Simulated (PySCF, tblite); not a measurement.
**C₆H₇Cl₂F₃: geometry, infrared bands and NMR shifts**

What infrared bands and NMR shifts should C₆H₇Cl₂F₃ (`FC(F)(F)[C@@H](Cl)[C@H]1C[C@H](Cl)C1`) show?

Programs: tblite 0.8.0 and PySCF 2.14.0, with density-fitted response routines of our own. Each step states its level of theory. These are calculated values for one molecule in the gas phase, unless marked as measured. Atoms are numbered from 0 throughout.

**1. The molecule as given**

18 atoms, charge 0, multiplicity 1; geometry from: force field or distance geometry start.

Bonds of the start (Å): F0–C1 1.34, C1–F2 1.36, C1–F3 1.36, C1–C4 1.53, C4–Cl5 1.79, C4–C6 1.53, C6–C7 1.55, C7–C8 1.54, C8–Cl9 1.80, C8–C10 1.54, C10–C6 1.56, C4–H11 1.09, C6–H12 1.09, C7–H13 1.10, C7–H14 1.09, C8–H15 1.10, C10–H16 1.10, C10–H17 1.09.

**2. Relaxing the molecule with GFN2-xTB**

Job settings and geometry (Å):

```
{"job": {"kind": "relax", "xc": "GFN2-xTB", "basis": "xTB"}, "charge": 0, "multiplicity": 1}
F      2.547100     0.094800    -1.518100
C      2.294100    -0.510800    -0.348100
F      1.879700    -1.774600    -0.611100
F      3.477000    -0.633800     0.304100
C      1.269600     0.227200     0.513200
Cl     1.859800     1.862900     0.955300
C     -0.046600     0.383900    -0.252400
C     -0.891200    -0.900000    -0.448700
C     -2.155200    -0.039600    -0.244600
Cl    -2.981200     0.602800    -1.710600
C     -1.263300     0.933000     0.551300
H      1.114400    -0.314700     1.447600
H      0.088600     0.927000    -1.184900
H     -0.758900    -1.665200     0.324300
H     -0.800700    -1.381500    -1.425800
H     -2.941300    -0.516900     0.366600
H     -1.231900     0.716000     1.630300
H     -1.468800     1.995600     0.426500
```

Launch:

```
> OMP_NUM_THREADS=1 python probes_run.py task.json out
```

This one command runs all jobs of the session in turn.

**Question.** This job is followed by: GFN2-xTB harmonic vibrations, gas phase; GIAO PBE0/pcSseg-1 NMR shielding, non-relativistic, gas phase. Predict these results of the whole session: strongest single infrared mode (GFN2-xTB); zero-point energy (GFN2-xTB); 13C shifts against TMS (PBE0/pcSseg-1); 1H shifts against TMS (PBE0/pcSseg-1); 19F shifts against CFCl3 (PBE0/pcSseg-1, means over atoms taken as alike); 35Cl shifts against HCl (PBE0/pcSseg-1); surface potential, 1st and 99th percentile.

The runs gave:

```
                                                                 quantity                                         value
                                strongest single infrared mode (GFN2-xTB)                         1172 cm⁻¹, 172 km/mol
                                             zero-point energy (GFN2-xTB)                                 76.5 kcal/mol
                                   13C shifts against TMS (PBE0/pcSseg-1)       133.8, 70.8, 53.4, 39.3, 39.0, 32.0 ppm
                                    1H shifts against TMS (PBE0/pcSseg-1)  4.26, 3.87, 2.99, 2.69, 2.68, 2.62, 2.59 ppm
19F shifts against CFCl3 (PBE0/pcSseg-1, means over atoms taken as alike)                                     -88.5 ppm
                                  35Cl shifts against HCl (PBE0/pcSseg-1)                                  203, 136 ppm
                                    surface potential, 1st and 99th percentile                            -0.57 V and 1.65 V
```

Relaxing lowered the energy by 0.227 eV in 87 steps; the close pair that moved most is C8–Cl9, from 1.801 to 1.778 Å. The lowest mode is slightly imaginary (5i cm⁻¹), a soft motion within the noise of the Hessian, so the minimum is not strictly shown. The strongest single mode, at 1172 cm⁻¹, moves mainly C1. Unscaled tight-binding wavenumbers are off by several per cent, some by more. Its intensities can rank the bands wrongly. At PBE0/pcSseg-1: Shielding is most anisotropic at Cl9 (span 497 ppm, paramagnetic term -398 ppm).
